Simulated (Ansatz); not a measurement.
# CSeO (carbonyl selenide) at BLYP/def2-TZVP

Aim: the vertical singlet–triplet gap of CSeO (carbonyl selenide) at BLYP/def2-TZVP, from 2 runs. 

The results are computed with Ansatz 0.2.0.

46 further runs of the same task are left out: 46 set aside as unsound or not needed.

## (1) The system as given

The species is CSeO (3 atoms), meant as a singlet with charge 0. As SMILES, `O=C=[Se]`. The coordinates come from a PBE0-D4/def2-TZVP relaxation.

Bond lengths: O1–C2 1.149 Å, C2–Se3 1.707 Å. Angles: O1–C2–Se3 180.0°.

## (2) The energy at BLYP/def2-TZVP

input.yaml reads:

```yaml
crystal:
  periodic: [false, false, false]
  atoms:
    - symbol: O
      position_ang: [-0.819960, 0.994920, -0.346520]
    - symbol: C
      position_ang: [-0.114120, 0.138480, -0.048230]
    - symbol: Se
      position_ang: [0.934090, -1.133390, 0.394750]
basis:
  gaussian: {orbitals: def2-TZVP}
output: {orbitals: {seedname: orbitals}}
accuracy: high
hamiltonian: {xc: {name: BLYP}}
```

Command:

```bash
ansatz run input.yaml --threads 1 --pin off --max-ram 3480MiB --events-out events.jsonl --progress --plain --runs-dir runs
```

Standard output:

```text
Warning: RAYON_NUM_THREADS=1 ignored (pool sized by the plan → 1); use --threads N
Functional definition: BLYP
  name "BLYP"
  parameter beta = 0.0042
  parameter a = 0.04918
  parameter b = 0.132
  parameter c = 0.2533
  parameter d = 0.349
  exchange = b88_x(beta = beta)
  correlation = lyp_c(a = a, b = b, c = c, d = d)
1538 factors; integrals over basis functions are off by at most 4.9e-9 eV
mean field evaluation 1: about -68426.0178 eV, gradient 7.1e1 eV
mean field evaluation 2: about -68336.0700 eV, gradient 2.0e2 eV
mean field evaluation 4: about -68431.8157 eV, gradient 4.5e1 eV
mean field evaluation 8: about -68435.9496 eV, gradient 4.6e-1 eV
mean field evaluation 16: about -68435.9520 eV, gradient 2.8e-5 eV
mean field -68435.95196472 eV, -2514.9748471490 hartree, gradient 2.6e-8 eV, S^2 0.000000; 0 other end points of the search recorded, 0 dependent functions left out
reference -68435.95200190 eV, -2514.9748485154 hartree; 24, 24 occupied and 86, 86 virtual orbitals, 1538 factors
Total energy: -68435.95200190 eV, -2514.9748485154 hartree
```

Wall time 5.1 s (1 thread of Arm Neoverse V1, shared host); peak memory 0.21 GiB.

## (3) The triplet

job.yaml reads:

```yaml
crystal:
  periodic: [false, false, false]
  atoms:
    - {symbol: O, position_ang: [-0.819960, 0.994920, -0.346520]}
    - {symbol: C, position_ang: [-0.114120, 0.138480, -0.048230]}
    - {symbol: Se, position_ang: [0.934090, -1.133390, 0.394750]}
basis:
  gaussian:
    orbitals: def2-TZVP
magnetization:
  spin_polarized: true
  initial_magnetization: 2
hamiltonian:
  xc: {name: BLYP}
accuracy: high
output: {orbitals: {seedname: orbitals}}
```

Command:

```bash
ansatz run job.yaml --threads 1 --pin off --max-ram 3480MiB --events-out events.jsonl --progress --plain --runs-dir runs
```

Standard output, cut to the lines that bear on the results:

```text
Warning: RAYON_NUM_THREADS=1 ignored (pool sized by the plan → 1); use --threads N
Functional definition: BLYP
  name "BLYP"
[...]
1538 factors; integrals over basis functions are off by at most 4.9e-9 eV
[...]
mean field -68431.33600200 eV, -2514.8052136480 hartree, gradient 6.3e-8 eV, S^2 2.003821; 10 other end points of the search recorded, 0 dependent functions left out
reference -68431.33604052 eV, -2514.8052150635 hartree; 25, 23 occupied and 85, 87 virtual orbitals, 1538 factors
Total energy: -68431.33604052 eV, -2514.8052150635 hartree
```

Wall time 40 s (1 thread of Arm Neoverse V1, shared host); peak memory 0.28 GiB.

## (4) Results

Level: BLYP/def2-TZVP.

```
                                        quantity           value
                           singlet: total energy  -2514.97485 Eh
                            singlet: HOMO energy        -6.76 eV
                            singlet: LUMO energy        -1.82 eV
                          singlet: HOMO–LUMO gap         4.94 eV
                           triplet: total energy  -2514.80522 Eh
     triplet: HOMO energy (highest over α and β)        -2.09 eV
                                   triplet: ⟨S²⟩           2.004
vertical energy of the triplet above the singlet        4.616 eV
```

At this shape the triplet lies 4.62 eV (445 kJ/mol) above the singlet.
